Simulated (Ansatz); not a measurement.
This script makes a comparison of functionals at one structure of Co, space group P-3m1 with Ansatz 0.2.0 through its Python package.

Script `xc_co.py`:
```python
"""Functional comparison for Co (totals differ with the potentials too)."""

import warnings

import ansatz as az

warnings.simplefilter("ignore", az.DeckWarning)

xtal = (
    az.Lattice.from_parameters(2.487365, 2.487365, 4.06329, alpha=90.0, beta=90.0, gamma=120.0)
    .atom("Co", (2 / 3, 1 / 3, 0.259861))
    .atom("Co", (1 / 3, 2 / 3, 0.740139))
    .moments(Co=2.5)
)

setup = (
    xtal.calculation()
    .kpoints(15, 15, 8)
    .occupations("fermi_dirac", width=0.15)
    .spin("collinear")
    .scf(tolerance=1e-10)
    .forces()
    .stress()
)

rows = []
for value in ["pbesol", "lda", "blyp"]:
    r = setup.functional(value).run(threads=1, backend="cpu").report
    rows.append((value, r["free_energy_ev"] / len(r["lattice"]["sites"]), r["n_iterations"], sum(r["stress_gpa"][i][i] for i in range(3)) / 3, max(abs(f) for row in r["forces_ev_ang"] for f in row), r["magnetization_mub"], r["n_kpoints"]))

print("  functional   F/atom (eV)    iterations       P (GPa)  max component (eV/A)  moment (muB)      k-points")
for row in rows:
    print(f"{str(row[0]):>12s}  {row[1]:12.5f}  {row[2]:12d}  {row[3]:12.3f}  {row[4]:20.4f}  {row[5]:12.3f}  {row[6]:12d}")
```

Which functional puts this cell under the lowest pressure, and which under the highest?

From lowest to highest: LDA (-17.6 GPa), PBEsol (-9.3 GPa) and BLYP (10.0 GPa). At a fixed cell a lower pressure usually means a smaller equilibrium volume, so LDA prefers the smallest cell and BLYP the largest.

What the script printed:

Running `python xc_co.py` prints:
```text
  functional   F/atom (eV)    iterations       P (GPa)  max component (eV/A)  moment (muB)      k-points
      pbesol   -5092.99989            13        -9.271                0.5137         3.199           192
         lda   -5062.73974            13       -17.569                0.4569         3.100           192
        blyp   -5134.27251            12         9.974                0.5852         3.153           192
```

Other magnetic orders than the one started from may lie lower. BLYP can be off by several per cent in the lattices of metals, and by several GPa in the pressure at a fixed cell. The overall sign of a collinear moment is arbitrary, and semilocal functionals can give small moments to compounds that are paramagnetic. A Fermi-Dirac width this large means warm electrons, whose thermal share enters the free energy. Pressure is positive in compression. This isn't the structure that Co takes at ambient conditions. Total energies of different functionals can't be compared; pressures, moments and gaps at this one structure can. Timing: 89 s on 1 thread of Arm Neoverse N1 (shared host), peak memory 0.51 GiB.
